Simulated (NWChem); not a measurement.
# One shape, several levels: CH2BrF (bromofluoromethane)

We compute a comparison of 6 runs (B3LYP/cc-pVDZ, BHLYP/cc-pVDZ, CAM-B3LYP/cc-pVDZ, M06-2X/cc-pVDZ, wB97X/cc-pVDZ, MP3/cc-pVDZ) of CH2BrF (bromofluoromethane). 

The calculation is run with NWChem 7.3.0.

### 1 The molecule

CH2BrF: 5 atoms, total charge 0, spin state singlet. SMILES: `FCBr`. The C2–H4 distance was set to 1.632 Å, away from the relaxed value. At this shape a bond of the SMILES string is far longer than usual.

Bond lengths: F1–C2 1.352 Å, C2–Br3 1.935 Å, C2–H5 1.088 Å. Angles: F1–C2–Br3 110.7°, F1–C2–H5 109.8°, Br3–C2–H5 106.9°. A long bond or contact: C2–H4 1.632 Å.

### 2 The energy at B3LYP/cc-pVDZ (run 1)

ch2brf.nw reads:

```
start ch2brf
memory total 2200 mb

geometry units angstrom noautosym nocenter noautoz
   F     0.358027    1.494173    0.451521
   C    -0.178873    0.256773    0.365121
   Br   -1.873773    0.310973   -0.566679
   H     0.807700   -0.713600   -0.500400
   H    -0.378573   -0.128027    1.363121
end

basis spherical bse
   F library cc-pVDZ
   C library cc-pVDZ
   Br library cc-pVDZ
   H library cc-pVDZ
end

dft
   xc b3lyp
   grid xfine
   convergence energy 1e-08
   iterations 100
   mulliken
end

task dft
```

The run is started by

```sh
nwchem ch2brf.nw > ch2brf.out
```

The program printed:

```text
[...]
          Wavefunction type:  closed shell.
          No. of atoms     :     5
          No. of electrons :    52
[...]
          Charge           :     0
          Spin multiplicity:     1
[...]
          AO basis - number of functions:    65
[...]
              XC Information
              --------------
                         B3LYP Method XC Potential
                     Hartree-Fock (Exact) Exchange  0.200
                        Slater Exchange Functional  0.800 local
                    Becke 1988 Exchange Functional  0.720 non-local
              Lee-Yang-Parr Correlation Functional  0.810
                  VWN I RPA Correlation Functional  0.190 local
[...]
 d= 0,ls=0.0,diis     1  -2713.1219907367 -2.88D+03  1.84D-02  8.69D-01     5.7
[...]
 d= 0,ls=0.0,diis    10  -2713.2268663743 -1.18D-09  2.39D-07  3.09D-10    36.4
         Total DFT energy =    -2713.226866374267
      One electron energy =    -4098.230783740730
           Coulomb energy =     1329.722914287102
    Exchange-Corr. energy =     -107.836497466542
 Nuclear repulsion energy =      163.117500545903
[...]
      Total Density - Mulliken Population Analysis
     ---------------------------------------------
    Atom       Charge   Shell Charges
 -----------   ------   -------------------------------------------------------
    1 F    9     9.16   2.01  0.90  0.99  3.33  1.92  0.01
    2 C    6     5.91   2.01  0.71  0.52  1.84  0.71  0.12
    3 Br  35    35.06   2.00  2.00  2.02  1.09  0.84  6.00  6.01  2.69  2.37  9.95  0.09
    4 H    1     0.96   0.58  0.37  0.01
    5 H    1     0.91   0.75  0.14  0.03
[...]
```

Wall time 37 s (1 thread of AMD EPYC 9R45 (Zen 5), shared host); peak memory 0.13 GiB.

### 3 The energy at BHLYP/cc-pVDZ (run 2)

calc.nw reads:

```
start calc
memory 2200 mb
charge 0

geometry units angstroms noautosym nocenter noautoz
  F      0.358027     1.494173     0.451521
  C     -0.178873     0.256773     0.365121
  Br    -1.873773     0.310973    -0.566679
  H      0.807700    -0.713600    -0.500400
  H     -0.378573    -0.128027     1.363121
end

basis "ao basis" spherical bse
  F library cc-pVDZ
  C library cc-pVDZ
  Br library cc-pVDZ
  H library cc-pVDZ
end

dft
  xc bhlyp
  grid xfine
  convergence energy 1e-08
  maxiter 100
  mulliken
  print medium
end

task dft energy
```

The run is started by

```sh
nwchem calc.nw > calc.out
```

The program printed:

```text
[...]
          Wavefunction type:  closed shell.
          No. of atoms     :     5
          No. of electrons :    52
[...]
          Charge           :     0
          Spin multiplicity:     1
[...]
          AO basis - number of functions:    65
[...]
              XC Information
              --------------
                        BHLYP Method XC Functional
                     Hartree-Fock (Exact) Exchange  0.500
                        Slater Exchange Functional  0.500 local
                    Becke 1988 Exchange Functional  0.500 non-local
              Lee-Yang-Parr Correlation Functional  1.000
[...]
 d= 0,ls=0.0,diis     1  -2713.0265564467 -2.88D+03  1.39D-02  6.98D-01     5.7
[...]
 d= 0,ls=0.0,diis     9  -2713.1177976437 -4.18D-09  7.35D-07  2.85D-09    32.6
         Total DFT energy =    -2713.117797643657
      One electron energy =    -4098.507522080199
           Coulomb energy =     1330.030129356696
    Exchange-Corr. energy =     -107.757905466057
 Nuclear repulsion energy =      163.117500545903
[...]
      Total Density - Mulliken Population Analysis
     ---------------------------------------------
    Atom       Charge   Shell Charges
 -----------   ------   -------------------------------------------------------
    1 F    9     9.20   2.00  0.90  1.00  3.33  1.96  0.01
    2 C    6     5.90   2.01  0.70  0.52  1.80  0.74  0.13
    3 Br  35    35.07   2.00  2.00  2.02  1.07  0.87  6.00  6.00  2.68  2.39  9.95  0.09
    4 H    1     0.94   0.56  0.36  0.01
    5 H    1     0.90   0.75  0.12  0.03
[...]
```

Wall time 33 s (1 thread of AMD EPYC 9R45 (Zen 5), shared host); peak memory 0.13 GiB.

Runs 3 to 4 aren't shown in full; the table further down has their settings and results.

### 4 The energy at wB97X/cc-pVDZ (run 5)

mymol.xyz reads:

```xyz
5
CH2BrF
F      0.358027     1.494173     0.451521
C     -0.178873     0.256773     0.365121
Br    -1.873773     0.310973    -0.566679
H      0.807700    -0.713600    -0.500400
H     -0.378573    -0.128027     1.363121
```

run.py reads:

```python
from ase.io import read
from ase.calculators.nwchem import NWChem

atoms = read('mymol.xyz')

calc = NWChem(
    label='mymol',
    theory='dft',
    memory='2200 mb',
    basis='cc-pVDZ',
    basispar='spherical bse',
    dft={'xc': 'wb97x', 'mult': '1', 'grid': 'xfine', 'convergence': 'energy 1e-08', 'iterations': '100', 'mulliken': None},
    task='energy',
)
atoms.calc = calc

e = atoms.get_potential_energy()
print(f"E = {e:.6f} eV")
print("dipole (e A):", atoms.get_dipole_moment().round(4))
```

The run is started by

```sh
export ASE_NWCHEM_COMMAND="nwchem PREFIX.nwi > PREFIX.nwo"
python run.py
```

The program printed:

```text
E = -73829.646592 eV
dipole (e A): [ 0.081  -0.2285  0.1663]
```

The calculator wrote mymol.nwi:

```
title "mymol"

permanent_dir mymol

scratch_dir mymol

start mymol

geometry units angstrom nocenter noautosym noautoz
  F  3.5802699999999998e-01 1.4941730000000000e+00 4.5152100000000001e-01
  C  -1.7887300000000000e-01 2.5677299999999997e-01 3.6512099999999997e-01
  Br -1.8737729999999999e+00 3.1097300000000000e-01 -5.6667900000000004e-01
  H  8.0769999999999997e-01 -7.1360000000000001e-01 -5.0039999999999996e-01
  H  -3.7857299999999999e-01 -1.2802700000000000e-01 1.3631210000000000e+00
end

memory 2200 mb

basis spherical bse noprint
   * library cc-pVDZ
end

dft
  xc wb97x
  mult 1
  grid xfine
  convergence energy 1e-08
  iterations 100
  mulliken
end

task dft energy
```

mymol.nwo (excerpt; [...] marks lines left out):

```text
[...]
      One electron energy =    -4098.052039026061
[... 1 line left out ...]
    Exchange-Corr. energy =     -107.788416638538
[... 6 lines left out ...]
                       DFT Final Molecular Orbital Analysis
[... 474 lines left out ...]
    Atom       Charge   Shell Charges
[...]
```

Run time: 50 s. Hardware: 1 thread of AMD EPYC 9R45 (Zen 5), shared host; peak memory 0.15 GiB.

### 5 A single-point energy at MP3/cc-pVDZ (run 6)

run.py reads:

```python
from ase import Atoms
from ase.calculators.nwchem import NWChem

system = Atoms('FCBrHH', positions=[
    [0.358027, 1.494173, 0.451521],
    [-0.178873, 0.256773, 0.365121],
    [-1.873773, 0.310973, -0.566679],
    [0.807700, -0.713600, -0.500400],
    [-0.378573, -0.128027, 1.363121],
])

calc = NWChem(
    label='ch2brf',
    theory='tce',
    memory='2200 mb',
    basis='cc-pVDZ',
    basispar='spherical bse',
    scf={'nopen': '0', 'rhf': None, 'thresh': '1e-08', 'maxiter': '80'},
    tce={'scf': None, 'mbpt3': None, 'freeze': 'core 11', 'maxiter': '60'},
    task='energy',
)
system.calc = calc

print("Total energy (eV):", round(system.get_potential_energy(), 6))
```

The run is started by

```sh
export ASE_NWCHEM_COMMAND="nwchem PREFIX.nwi > PREFIX.nwo"
python run.py
```

The program printed:

```text
Total energy (eV): -73776.754913
```

The calculator wrote ch2brf.nwi:

```
title "ch2brf"

permanent_dir ch2brf

scratch_dir ch2brf

start ch2brf

geometry units angstrom nocenter noautosym noautoz
  F  3.5802699999999998e-01 1.4941730000000000e+00 4.5152100000000001e-01
  C  -1.7887300000000000e-01 2.5677299999999997e-01 3.6512099999999997e-01
  Br -1.8737729999999999e+00 3.1097300000000000e-01 -5.6667900000000004e-01
  H  8.0769999999999997e-01 -7.1360000000000001e-01 -5.0039999999999996e-01
  H  -3.7857299999999999e-01 -1.2802700000000000e-01 1.3631210000000000e+00
end

memory 2200 mb

basis spherical bse noprint
   * library cc-pVDZ
end

scf
  nopen 0
  rhf
  thresh 1e-08
  maxiter 80
end
tce
  scf
  mbpt3
  freeze core 11
  maxiter 60
end

task tce energy
```

ch2brf.nwo (excerpt; [...] marks lines left out):

```text
[...]
      One-electron energy =  -4098.290140799550
[... 1 line left out ...]
 Nuclear repulsion energy =    163.117500545903
[... 44 lines left out ...]
                       ROHF Final Molecular Orbital Analysis
[... 295 lines left out ...]
 2-e file size   =         12309457
[...]
```

Run time: 58 s. Hardware: 1 thread of AMD EPYC 9R45 (Zen 5), shared host; peak memory 0.41 GiB.

### 6 The series

```csv
run,level,integration grid,iteration cap,energy (Eh),dipole moment (D),HOMO energy (eV),LUMO energy (eV),wall time
1,B3LYP/cc-pVDZ,xfine,100,-2713.226866,1.31,-7.70,-1.32,37 s
2,BHLYP/cc-pVDZ,xfine,100,-2713.117798,1.49,-9.12,-0.09,33 s
3,CAM-B3LYP/cc-pVDZ,xfine,100,-2713.272680,1.38,-9.27,0.09,40 s
4,M06-2X/cc-pVDZ,xfine,100,-2713.188339,1.50,-9.16,-0.11,31 s
5,wB97X/cc-pVDZ,xfine,100,-2713.189491,1.41,-10.32,1.18,50 s
6,MP3/cc-pVDZ,–,80,-2711.245757,–,-10.97,2.48,58 s
```

### 7 Results

| quantity | value |
| --- | --- |
| run 6: total energy | -2711.24576 Eh |
| run 6: HOMO energy (Hartree–Fock orbitals) | -10.97 eV |
| run 6: LUMO energy (Hartree–Fock orbitals) | 2.48 eV |
| run 6: HOMO–LUMO gap (Hartree–Fock orbitals) | 13.45 eV |
| run 6: correlation energy (11 core orbitals frozen) | -486.6 mEh |

What this shows: Over runs 1, 2, 3, 4, 5 the dipole moment (its size) runs from 1.31 D (B3LYP/cc-pVDZ) to 1.50 D (M06-2X/cc-pVDZ). Over runs 1, 2, 3, 4, 5 the HOMO–LUMO gap runs from 6.37 eV (B3LYP/cc-pVDZ) to 11.50 eV (wB97X/cc-pVDZ). Totals of different functionals can't be ranked against each other. All runs together took 4.2 min, the longest 58 s.
